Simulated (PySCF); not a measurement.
# C6H7ClN2: magnetic properties

Wanted: magnetic properties for C6H7ClN2 (`C=Cc1nc(Cl)cn1C`).

Programs: PySCF 2.14.0, with routines of our own; each step states its level. All values are computed. Atoms count from 0.

### Step 1. The starting structure

16 atoms, charge 0, multiplicity 1; geometry from: GFN2-xTB.

### Step 2. Magnetic properties: GIAO B97-2/pcSseg-1

The job: settings as JSON, then the geometry in Å.

```
{"job": {"kind": "mag", "xc": "B97-2", "basis": "pcSseg-1", "isotopologues": 0}, "charge": 0, "multiplicity": 1}
C     -2.183366     1.611183     0.700403
C     -1.547683     0.535138     0.248093
C     -0.110778     0.447633     0.183106
N      0.724607     1.401255     0.553171
C      1.959174     0.915609     0.330436
Cl     3.360715     1.819531     0.669603
C      1.897477    -0.355077    -0.184797
N      0.567432    -0.645205    -0.276075
C      0.012922    -1.877414    -0.764366
H     -1.626836     2.466776     1.038815
H     -3.257115     1.660235     0.742293
H     -2.094185    -0.332502    -0.095725
H      2.667340    -1.036764    -0.478196
H     -0.584563    -2.363631     0.009726
H     -0.617973    -1.695367    -1.636857
H      0.825234    -2.542457    -1.051041
```

Method: GIAO B97-2/pcSseg-1 magnetisability, rotational g tensor and spin-rotation constants, non-relativistic, gas phase.

Started as:

```sh
$ OMP_NUM_THREADS=1 python excited_run.py task.json out
```

One launch serves the whole session: the jobs run in the order shown.

Output:

```text
coarse grid: 14608 points
cycle   1  E = -802.2902435629  dE =  1.677e+00  |g| = 4.874e-01  |ddm| = 3.931e+00
cycle   2  E = -802.2125273570  dE =  7.772e-02  |g| = 7.775e-01  |ddm| = 1.450e+00
cycle   3  E = -802.3467855667  dE = -1.343e-01  |g| = 1.397e-01  |ddm| = 9.770e-01
cycle   4  E = -802.3507809403  dE = -3.995e-03  |g| = 4.913e-02  |ddm| = 1.462e-01
cycle   5  E = -802.3512956489  dE = -5.147e-04  |g| = 1.851e-02  |ddm| = 6.164e-02
cycle   6  E = -802.3513777366  dE = -8.209e-05  |g| = 3.550e-03  |ddm| = 1.948e-02
cycle   7  E = -802.3513803666  dE = -2.630e-06  |g| = 1.434e-03  |ddm| = 4.484e-03
final grid: 138584 points
cycle   8  E = -802.3817590838  dE = -6.961e-05  |g| = 5.231e-03  |ddm| = 4.220e-02
cycle   9  E = -802.3817579533  dE =  1.131e-06  |g| = 4.868e-03  |ddm| = 7.753e-03
cycle  10  E = -802.3817624502  dE = -4.497e-06  |g| = 1.299e-03  |ddm| = 4.725e-03
cycle  11  E = -802.3817628068  dE = -3.566e-07  |g| = 3.702e-04  |ddm| = 1.177e-03
cycle  12  E = -802.3817628354  dE = -2.862e-08  |g| = 1.280e-04  |ddm| = 4.435e-04
cycle  13  E = -802.3817628390  dE = -3.581e-09  |g| = 4.129e-05  |ddm| = 1.579e-04
cycle  14  E = -802.3817628393  dE = -3.743e-10  |g| = 1.619e-05  |ddm| = 5.617e-05
converged SCF energy = -802.3817628393

Magnetisability tensor (1e-30 J/T^2)
    -1171.41      -36.46      -28.18
      -36.46    -1274.21      223.67
      -28.18      223.67    -1729.91
isotropic -1391.84   principal values   -1821.58  -1221.75  -1132.20
isotropic susceptibility -83.819 1e-6 cm^3/mol

Inertial axes            a          b          c
rot. const./GHz      2.3551     0.9662     0.6881
chi total           -72.281    -69.478   -109.698
chi diamagnetic    -640.643  -1284.881  -1801.756
chi paramagnetic    568.362   1215.403   1692.058
quadrupole/D A        2.345      6.197     -8.542
g nuclear            0.5963     0.5361     0.5517
g electronic        -0.6289    -0.5517    -0.5470
g total             -0.0325    -0.0157     0.0047

Spin-rotation constants (kHz, H = +C I.J)
atom  isotope        aa         bb         cc
  3    14N        0.579      0.172      0.030
  5   35Cl        0.221      0.297      0.168
  7    14N        0.306      0.120      0.041
  9     1H        0.031     -0.006     -0.072
 10     1H        0.161     -0.072     -0.080
 11     1H        0.082     -0.030     -0.080
 12     1H       -0.136      0.056     -0.082
 13     1H       -0.130     -0.099     -0.007
 14     1H       -0.130     -0.099     -0.007
 15     1H       -0.183      0.015     -0.075
  0    13C*       1.081      0.309      0.083
  1    13C*       1.116      0.296      0.088
  2    13C*       0.923      0.398      0.140
  4    13C*       1.078      0.285      0.158
  6    13C*       0.837      0.329      0.133
  8    13C*       0.374      0.153      0.117
* in the singly substituted isotopologue
```

Run time: 35 s. Hardware: 1 thread of Arm Neoverse V2, shared host; peak memory 0.92 GiB.

Key values:

```csv
quantity,value
magnetisability,-1392·10⁻³⁰ J/T²
molar susceptibility,-83.8·10⁻⁶ cm³/mol
"rotational g (a, b, c)","-0.0325, -0.0157, 0.0047"
```

Orbitals, density, ELF and potential are computed afterwards from the orbital file.

Frontier orbitals at B97-2/pcSseg-1, with the share of their density that lies nearest to each atom:

```csv
orbital,energy (eV),lies on
HOMO,-5.93,"C6 23 %; C0, C2, C4 about 15 % each; Cl5 11 %"
LUMO,-1.05,C0 25 %; C1 16 %; C2 11 %
```

ELF in a plane through or near 14 of the atoms.

Ten even steps from ' ' (0.00) to '@' (1.00):
```
                                                        
                                                        
              ..::==++**==::                            
            ::++####%%@@##==                            
          ..==%%%%--****##..                            
            ==##%%**==%%::  ==%%**..                    
              ..::--**--++##%%@@%%..  %%@@##            
              ....++%%::##++--**==  **@@@@@@::          
          ==@@@@%%::::**..**%%##..  ++@@@@++..          
          ##@@@@@@==::##++++**::##++##--==@@@@@@--      
          ..**%%==..++==..##==##::%%++****@@@@@@##      
                  ..--%%%%--  ..%%@@##....%%@@@@::      
              %%@@@@%%--::--  ..@@@@@@--    ..          
            ..@@@@@@%%==**++..  ##@@@@::                
              ++%%##::..::..                            
                                                        
                                                        
                                                        
                                                        
                                                        
```
The map spans 12.7 Å across and 12.0 Å up, centred on the molecule. Atoms in the plane (x, y in Å): C0 (2.8, 0.3), C1 (1.6, -0.3), C2 (0.3, 0.4), N3 (0.2, 1.7), C4 (-1.1, 1.9), Cl5 (-1.8, 3.4), C6 (-1.8, 0.7), N7 (-0.9, -0.3), C8 (-1.1, -1.7), H9 (2.8, 1.4), H10 (3.7, -0.2), H11 (1.6, -1.4), H12 (-2.9, 0.4), H15 (-2.2, -1.9).

On the surface of density 0.002 e/bohr³ the electrostatic potential runs, from the 1st to the 99th percentile, from -1.87 V near N3 to 1.49 V near H15.

### Step 3. Magnetic properties: GIAO PW91/pcseg-1 in chloroform

The job, as its differences from that of step 2:

```diff
@@ -1,2 +1,2 @@
-{"job": {"kind": "mag", "xc": "B97-2", "basis": "pcSseg-1", "isotopologues": 0}, "charge": 0, "multiplicity": 1}
+{"job": {"kind": "mag", "xc": "PW91", "basis": "pcseg-1", "scf": {"guess": "atom"}, "solvent": "chloroform"}, "charge": 0, "multiplicity": 1}
 C     -2.183366     1.611183     0.700403
```

Method: GIAO PW91/pcseg-1 magnetisability, non-relativistic, IEF-PCM chloroform.

Output:

```text
final grid: 138584 points
cycle   1  E = -801.7254912657  dE =  2.833e+00  |g| = 1.457e+00  |ddm| = 5.095e+00
cycle   2  E = -801.0419636091  dE =  6.835e-01  |g| = 2.137e+00  |ddm| = 5.225e+00
cycle   3  E = -802.2765212774  dE = -1.235e+00  |g| = 4.384e-01  |ddm| = 4.327e+00
cycle   4  E = -802.3153863986  dE = -3.887e-02  |g| = 1.854e-01  |ddm| = 6.671e-01
cycle   5  E = -802.3220397401  dE = -6.653e-03  |g| = 8.500e-02  |ddm| = 2.537e-01
cycle   6  E = -802.3237723902  dE = -1.733e-03  |g| = 2.182e-02  |ddm| = 9.963e-02
cycle   7  E = -802.3238704718  dE = -9.808e-05  |g| = 6.861e-03  |ddm| = 2.726e-02
cycle   8  E = -802.3238806995  dE = -1.023e-05  |g| = 3.016e-03  |ddm| = 9.463e-03
cycle   9  E = -802.3238829411  dE = -2.242e-06  |g| = 8.876e-04  |ddm| = 3.908e-03
cycle  10  E = -802.3238831252  dE = -1.840e-07  |g| = 3.241e-04  |ddm| = 1.133e-03
cycle  11  E = -802.3238831496  dE = -2.445e-08  |g| = 9.939e-05  |ddm| = 3.977e-04
cycle  12  E = -802.3238831521  dE = -2.468e-09  |g| = 2.018e-05  |ddm| = 1.143e-04
cycle  13  E = -802.3238831521  dE =  8.185e-12  |g| = 2.139e-05  |ddm| = 3.917e-05
converged SCF energy = -802.3238831521

Magnetisability tensor (1e-30 J/T^2)
    -1165.63      -42.53      -30.18
      -42.53    -1261.78      217.09
      -30.18      217.09    -1703.61
isotropic -1377.01   principal values   -1792.64  -1220.12  -1118.26
isotropic susceptibility -82.925 1e-6 cm^3/mol

Inertial axes            a          b          c
rot. const./GHz      2.3551     0.9662     0.6881
chi total           -72.147    -68.673   -107.956
chi diamagnetic    -640.865  -1284.953  -1801.350
chi paramagnetic    568.717   1216.280   1693.394
quadrupole/D A        2.785      6.383     -9.168
```

Run time: 21 s. Hardware: 1 thread of Arm Neoverse V2, shared host; peak memory 0.74 GiB.

In short:

```csv
quantity,value
magnetisability,-1377·10⁻³⁰ J/T²
molar susceptibility,-82.9·10⁻⁶ cm³/mol
```

### Step 4. Outcome

| quantity | value |
| --- | --- |
| magnetisability (step 2, GIAO B97-2/pcSseg-1) | -1392·10⁻³⁰ J/T² |
| molar susceptibility (step 2, GIAO B97-2/pcSseg-1) | -83.8·10⁻⁶ cm³/mol |
| rotational g (a, b, c) (step 2, GIAO B97-2/pcSseg-1) | -0.0325, -0.0157, 0.0047 |
| surface potential, 1st and 99th percentile | -1.87 V and 1.49 V |

**Reading.** At B97-2/pcSseg-1, counted by nearest atom on the grid, the HOMO lies on C6 23 %; C0, C2, C4 about 15 % each, the LUMO on C0 25 %; C1 16 %. Vibrational averaging and real surroundings are missing from these values.
